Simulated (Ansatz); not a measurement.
# GeH3O (doublet): the correlation ladder, cc-pVDZ

How much of the correlation energy of GeH3O (doublet) does each wave-function method recover here?

Computed with Ansatz 0.2.0, Gaussian basis. Level: cc-pVDZ, core rule «outside noble gas», up to 15 orbitals frozen.

The runs, in order: UHF; CCSD(T) on ROHF; CCSD(T) on UHF; BCCD(T) on ROHF; CISD; CCSDT(Q) on ROHF; CCSDT(Q) on UHF.

22 further runs of the same task are left out: 8 that didn't finish, 14 set aside as unsound or not needed.

## Step 1: What is computed

The geometry is a PBE0/def2-TZVP stationary point (not a proven minimum). No spin-orbit coupling is included. The filled d shell of Ge may be among the frozen orbitals whatever the setting's name suggests; the logs give the count.

5 atoms, charge 0, spin multiplicity 2.

Atoms are counted from 1 here; the program's logs count them from 0.

Bond lengths: Ge1–O2 1.786 Å, Ge1–H3 1.557 Å, Ge1–H4 1.546 Å, O2–H5 0.960 Å. Angles: O2–Ge1–H3 109.0°, O2–Ge1–H4 103.7°, H3–Ge1–H4 111.8°, Ge1–O2–H5 112.6°.

## Step 2: UHF

Contents of in.yaml:

```yaml
crystal:
  periodic: [false, false, false]
  atoms:
    - {symbol: Ge, position_ang: [-0.035497, -0.014309, 0.323987]}
    - {symbol: O, position_ang: [0.080354, 0.109526, -1.453845]}
    - {symbol: H, position_ang: [0.751050, -1.272631, 0.795719]}
    - {symbol: H, position_ang: [0.619052, 1.292746, 0.826036]}
    - {symbol: H, position_ang: [-0.087378, -0.727459, -1.893356]}
basis:
  gaussian: {orbitals: cc-pVDZ}
magnetization: {spin_polarized: true, initial_magnetization: 1}
hamiltonian: {xc: hf}
output: {orbitals: {seedname: orbitals}}
```

Started as:

```
ansatz run in.yaml --threads 1 --pin off --events-out ev --progress --plain --max-ram 2393MiB
```

Further steps of the session: CCSD(T) on ROHF; CCSD(T) on UHF; BCCD(T) on ROHF; CISD; CCSDT(Q) on ROHF; CCSDT(Q) on UHF.

Q: Predict the results of all the runs planned. Wanted: UCCSDT(Q) below the RHF energy; RMP2 from UCCSDT(Q); UMP2 from UCCSDT(Q); RCCSD from UCCSDT(Q); RCCSD(T) from UCCSDT(Q); UCCSD(T) from UCCSDT(Q); RCCSDT(Q) from UCCSDT(Q); T1 diagnostic.

**Answer**, as computed:

| quantity | value |
| --- | --- |
| UCCSDT(Q) below the RHF energy | -8.3831 eV |
| RMP2 from UCCSDT(Q) | +19.45 kcal/mol |
| UMP2 from UCCSDT(Q) | +19.26 kcal/mol |
| RCCSD from UCCSDT(Q) | +5.14 kcal/mol |
| RCCSD(T) from UCCSDT(Q) | +1.01 kcal/mol |
| UCCSD(T) from UCCSDT(Q) | +0.94 kcal/mol |
| RCCSDT(Q) from UCCSDT(Q) | +0.12 kcal/mol |
| levels within 1 kcal/mol (43 meV) | UCCSD(T), BCCD(T), RCCSDT, UCCSDT, RCCSDT(Q) |
| T1 diagnostic | 0.020 |

**Reading.** RCCSD(T) misses by +1.01 kcal/mol, 0.5 % of the correlation energy. These misses are within one basis, not against nature; the frozen cores of restricted and unrestricted runs differ, which can shift their rows.
